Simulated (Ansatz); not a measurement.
What does this script print? It uses Ansatz 0.2.0, Python API.

The script reads `input.yaml`:
```yaml
crystal:
  periodic: [false, false, false]
  atoms:
    - { symbol: "N", position_ang: [-1.573, 0.5564, -0.5608] }
    - { symbol: Sn, position_ang: [0.2703, 0.0374, 0.0063] }
    - { symbol: "N", position_ang: [0.1148, -1.5079, 1.3446] }
    - { symbol: S, position_ang: [1.5995, -0.6683, -1.9323] }
    - { symbol: H, position_ang: [-1.5056, 1.4012, -1.2432] }
    - { symbol: H, position_ang: [-2.0987, 0.9851, 0.2791] }
    - { symbol: H, position_ang: [1.1086, 1.404, 0.7576] }
    - { symbol: H, position_ang: [-0.3133, -1.1186, 2.1895] }
    - { symbol: H, position_ang: [1.1281, -1.706, 1.703] }
    - { symbol: H, position_ang: [1.3525, 0.5656, -2.5408] }
basis:
  gaussian: { orbitals: def2-SVP }
hamiltonian:
  xc: pbe
```

Script `run_deck.py`:
```python
'''Run H6N2SSn from an input written out key by key.'''

import ansatz as az

session = az.Session.from_deck('input.yaml')
report = session.plan(threads=1).execute().report

print(f'E = {report["free_energy_ev"]:.6f} eV = {report["free_energy_ev"] / 27.211386246:.7f} Ha')
print('converged:', report['converged'], ' doubts:', report['published_state_doubts'] or 'none')
symbols = ['N', 'Sn', 'N', 'S', 'H', 'H', 'H', 'H', 'H', 'H']
state = report['mean_field']['state']
print(f'mean field: {state["energy"]["hartree"]:.7f} Ha, <S^2> = {abs(state["spin_squared"]):.4f}, stability: {state.get("stability", {}).get("kind")}')
```

`python run_deck.py` gives:
```text
E = -19730.389296 eV = -725.0784329 Ha
converged: True  doubts: none
mean field: -725.0784329 Ha, <S^2> = 0.0000, stability: minimum
```

Reading the output:
- Total energies depend on the basis set; only differences at equal settings carry meaning.
- The geometry is a force-field or estimated start, not a minimum of this method, and the basis set is short of its limit.
- Hardware and time: 3.1 s on 1 thread of Arm Neoverse V1 (shared host), peak memory 0.18 GiB.
